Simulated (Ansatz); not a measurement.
# Si8N: the cost of one run

Program: Ansatz 0.2.0. Level of theory: DFT LDA, scalar-relativistic, plane waves, PAW. These are calculated values, not measurements.

34 further runs of the same task are left out: 34 set aside as unsound or not needed.

### Step 1. The structure to begin with

It takes space group R-3 (No. 148, trigonal). The conventional cell has a = 9.316 Å, b = 9.316 Å, c = 5.579 Å, α = 90.00°, β = 90.00°, γ = 120.00°. Si (site symmetry 1) has 4 Si at 2.35 to 2.36 Å as nearest neighbours. Si (site symmetry 3) has 4 Si at 2.35 to 2.40 Å as nearest neighbours.

Coordinates:

```cif
data_structure
_symmetry_space_group_name_H-M 'R-3:H'
_symmetry_Int_Tables_number 148
_cell_length_a 9.3160
_cell_length_b 9.3160
_cell_length_c 5.5794
_cell_angle_alpha 90.000
_cell_angle_beta 90.000
_cell_angle_gamma 120.000
_cell_volume 419.35
loop_
_atom_site_label
_atom_site_type_symbol
_atom_site_symmetry_multiplicity
_atom_site_Wyckoff_symbol
_atom_site_fract_x
_atom_site_fract_y
_atom_site_fract_z
_atom_site_occupancy
Si1 Si 18 f 0.93312 0.56460 0.08994 1
Si2 Si 6 c 0.00000 0.00000 0.71550 1
```

It goes back to an entry of the Materials Project, which need not be the stable form.

It is the result of an earlier relaxation at this level (volume 17.47 Å³/atom; gap on the mesh: none (metal)).

### Step 2. Plan of the line

Atoms count from 1 in the order of the input.

A guest moved over a lattice plane through the rigid host; the plane is (0 2 1) of the conventional cell, through Si6.

First coordinate, place of N9 along a1: 10 values from 0.0 to 0.9, periodic. Second coordinate, place of N9 along a2: 10 values from 0.0 to 0.9, periodic.

Nothing else is relaxed (host rigid, guest held in the plane). Points are written as (first, second).

The two vectors of the plane (Å): (4.658, 2.689, -3.720); (-4.658, 2.689, -3.720).

### Step 3. Grid point (0/10, 8/10) of the map's two axes

File input.yaml:

```yaml
crystal:
  lattice:
    - [4.6579848274, 2.689288794, 1.8598059153]
    - [-4.6579848274, 2.689288794, 1.8598059153]
    - [0.0, -5.378577588, 1.8598059153]
  atoms:
    - { symbol: Si, position: [0.0230623328, 0.721416578, 0.5253456073] }
    - { symbol: Si, position: [0.9769376672, 0.278583422, 0.4746543927] }
    - { symbol: Si, position: [0.7155045384, 0.7155045384, 0.7155045384] }
    - { symbol: Si, position: [0.278583422, 0.4746543927, 0.9769376672] }
    - { symbol: Si, position: [0.4746543927, 0.9769376672, 0.278583422] }
    - { symbol: Si, position: [0.721416578, 0.5253456073, 0.0230623328] }
    - { symbol: Si, position: [0.2844954616, 0.2844954616, 0.2844954616] }
    - { symbol: Si, position: [0.5253456073, 0.0230623328, 0.721416578] }
    - { symbol: "N", position: [-0.078583422, 0.5253456073, -0.7769376672] }
basis:
  ecutwfc: 420
kpoints:
  mp_grid: { grid: [6, 6, 6] }
hamiltonian:
  xc: lda
  pseudopotentials: { kind: paw, azcp: { folder: soft_1 } }
scf:
  occupations: { method: gaussian, width: 0.15 }
output:
  forces: true
  stress: true
  eigenvalues: true
  write_density: true
  write_potential: true
  elf: true
  volumetric_format: npy
```

Launch:

```bash
ansatz run input.yaml --threads 4 --pin off --max-ram 8192MiB --backend cpu --events-out ev --progress --plain --runs-dir out
```

Q: Estimate wall time and peak memory on 4 threads of Arm Neoverse V2, shared host.

About 14 s, with a peak of 0.6 GiB.
